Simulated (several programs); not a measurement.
## Many methods on one cell: Cd₂SeO (ordering on zincblende)

Cd₂SeO, ordered on the zincblende lattice (P-4m2) with 4 atoms a cell, relaxed with r2SCAN in Ansatz, was computed with several methods. It is tetragonal, P-4m2 (No. 115); a = 4.017 Å, c = 5.361 Å in the conventional setting, 21.63 Å³ an atom. O has 4 Cd at 2.25 Å; Cd has 2 O at 2.25 Å and 2 Se at 2.62 Å; Se has 4 Cd at 2.62 Å. All values are calculated for a non-magnetic cell, which may be hypothetical.

```yaml
crystal:
  lattice:
    - [4.01694, 0.00000, 0.00000]
    - [0.00000, 4.01694, 0.00000]
    - [0.00000, 0.00000, 5.36109]
  atoms:
    - { symbol: O, position: [0.00000, 0.00000, 0.00000] }
    - { symbol: Cd, position: [0.00000, 0.50000, 0.81257] }
    - { symbol: Se, position: [0.50000, 0.50000, 0.50000] }
    - { symbol: Cd, position: [0.50000, 0.00000, 0.18743] }
```

Gaps and times are for a single point on this cell; volume and bulk modulus come from each method's own relaxation or energy curve at fixed shape, which is too stiff where a cell has free coordinates or axes. Times are rough, from shared hosts (Arm Neoverse N1; Intel Xeon 6975P-C), and each method has its own mesh and cell size. A double dagger marks a value from a curve with shape and coordinates held. A star marks a curve whose lowest point is an end point. PM6 (MOPAC), PM7 (MOPAC), GFN1-xTB (tblite), GFN2-xTB (tblite) treat a cluster of cells at its zone centre, which samples few k points: where these miss a band edge, the gap comes out too large for that reason alone. Gaps from k meshes are read at a limited set of points (mesh, symmetry points, PBE's band edges), so each method's own least gap may be somewhat smaller. xTB and the PM methods were fitted mostly to molecules, and can miss a solid's gap by electronvolts. Minimal bases can be far off for gaps. Times of the plane-wave ladder aren't listed, since it ran on unlike processors and cards. d marks a direct gap, i an indirect one (no mark: not told apart), a dash a value that wasn't computed or didn't pass its checks.

| method | kind | gap (eV) | own volume (Å³/atom) | bulk modulus (GPa) | atoms computed | processor time |
| --- | --- | --- | --- | --- | --- | --- |
| light PBE (260 eV and a coarse mesh) | light plane-wave | 0 | – | – | 4 | 3.3 s |
| PM7 (MOPAC) | semi-empirical | 4.88 | 23.22‡ | 144‡ | cluster | 5.3 s |
| GFN1-xTB (tblite) | tight binding | 0 | 23.86*‡ | 38*‡ | cluster | 5.8 s |
| GFN2-xTB (tblite) | tight binding | 0 | – | – | cluster | 8.6 s |
| PM6 (MOPAC) | semi-empirical | 2.39 | – | – | cluster | 11 s |
| PBE/SZV (CP2K) | small basis | 0 | 23.64*‡ | 61*‡ | 4 | 20 s |
| PBE | semilocal | overlap 0.01 | 22.46 | 63‡ | 4 | – |
| PBE+SOC | semilocal | 0.06 i | – | – | 4 | – |
| PBE/single zeta (GPAW) | small basis | 0 | – | – | 4 | 46 s |
| PBE/DZVP (CP2K) | small basis | overlap 0.01 | 22.76‡ | 62‡ | 4 | 47 s |
| r2SCAN | semilocal | 0 | 21.63 | 74‡ | 4 | – |
| HSE06 | hybrid | 0.40 d | – | – | 4 | – |

Against HSE06 (0.40 eV) and with closed or daggered gaps left aside, the nearest gap at the points sampled is that of PBE+SOC (-0.34 eV) and the farthest that of PM7 (MOPAC) (+4.48 eV). HSE06 is only a yardstick of convenience, and nearness to it can be luck.

Volumes against r2SCAN's: PBE +3.8 %.

With PBE and r2SCAN the bands overlap or touch, or nearly. Semilocal functionals can close a real gap, so this doesn't show a metal; small gaps of other methods may in turn close between the points read or with spin-orbit coupling, and the solid may be a semimetal.

Only the rows marked +SOC include spin-orbit coupling.
